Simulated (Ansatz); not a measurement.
Li3In, space group Fm-3m, a convergence test of the k-point mesh

Run with Ansatz 0.2.0 through its Python package.

`kconv.py`:
```python
"""Convergence of Li3In with the k-point mesh."""

import warnings

import ansatz as az

warnings.simplefilter("ignore", az.DeckWarning)

structure = (
    az.Lattice.fcc(6.586938)
    .space_group(225)
    .atom("Li", [0.25, 0.75, 0.75])
    .atom("Li", [0.5, 0.0, 0.0])
    .atom("In", [0.0, 0.0, 0.0])
    .primitive()
)

base = (
    structure.calculation()
    .functional("PBEsol")
    .basis(550)
    .occupations(az.OccupationsMethod.FERMI_DIRAC, width=0.05)
    .forces()
    .stress()
)

rows = []
for value in [(2, 2, 2), (3, 3, 3), (4, 4, 4), (5, 5, 5), (6, 6, 6), (7, 7, 7)]:
    rep = base.kpoints(*value).run(threads=1).report
    rows.append((value, rep["free_energy_ev"] / len(rep["lattice"]["sites"]), rep["n_iterations"], sum(rep["stress_gpa"][i][i] for i in range(3)) / 3, max(abs(f) for row in rep["forces_ev_ang"] for f in row), rep["n_kpoints"]))

print("        mesh   F/atom (eV)    iterations       P (GPa)  max component (eV/A)      k-points")
for row in rows:
    print(f"{str(row[0]):>12s}  {row[1]:12.5f}  {row[2]:12d}  {row[3]:12.3f}  {row[4]:20.4f}  {row[5]:12d}")

# the last row is the reference
for row in rows[:-1]:
    shift = 1000 * (row[1] - rows[-1][1])
    print(f"{row[0]}: {shift:+.2f} meV/atom" + ("  (within 2 meV)" if abs(shift) < 2 else ""))
```

```console
$ python kconv.py
        mesh   F/atom (eV)    iterations       P (GPa)  max component (eV/A)      k-points
   (2, 2, 2)   -1533.75130             6        -0.644                0.0000             3
   (3, 3, 3)   -1533.89258             6        -0.292                0.0000             4
   (4, 4, 4)   -1533.86099             6        -0.162                0.0000             8
   (5, 5, 5)   -1533.85678             6        -0.122                0.0000            10
   (6, 6, 6)   -1533.85572             6        -0.103                0.0000            16
   (7, 7, 7)   -1533.85873             6        -0.113                0.0000            20
(2, 2, 2): +107.44 meV/atom
(3, 3, 3): -33.85 meV/atom
(4, 4, 4): -2.26 meV/atom
(5, 5, 5): +1.95 meV/atom  (within 2 meV)
(6, 6, 6): +3.01 meV/atom
```

Notes:
- Forces vanish by symmetry here and test nothing.
- Pressure is positive in compression.
- A row within the bound is followed by one outside it, so the series isn't shown to be converged.
- This cell is a computed structure, which may not be the phase found in nature.
- Shifts are counted from the finest mesh, which is itself no proven limit.
- Wall time of the script: 7.6 s on 1 thread of Arm Neoverse V1, with other jobs on the host, peak memory 0.42 GiB.

(Lines on the test bed's own set-up are left out of the output.)
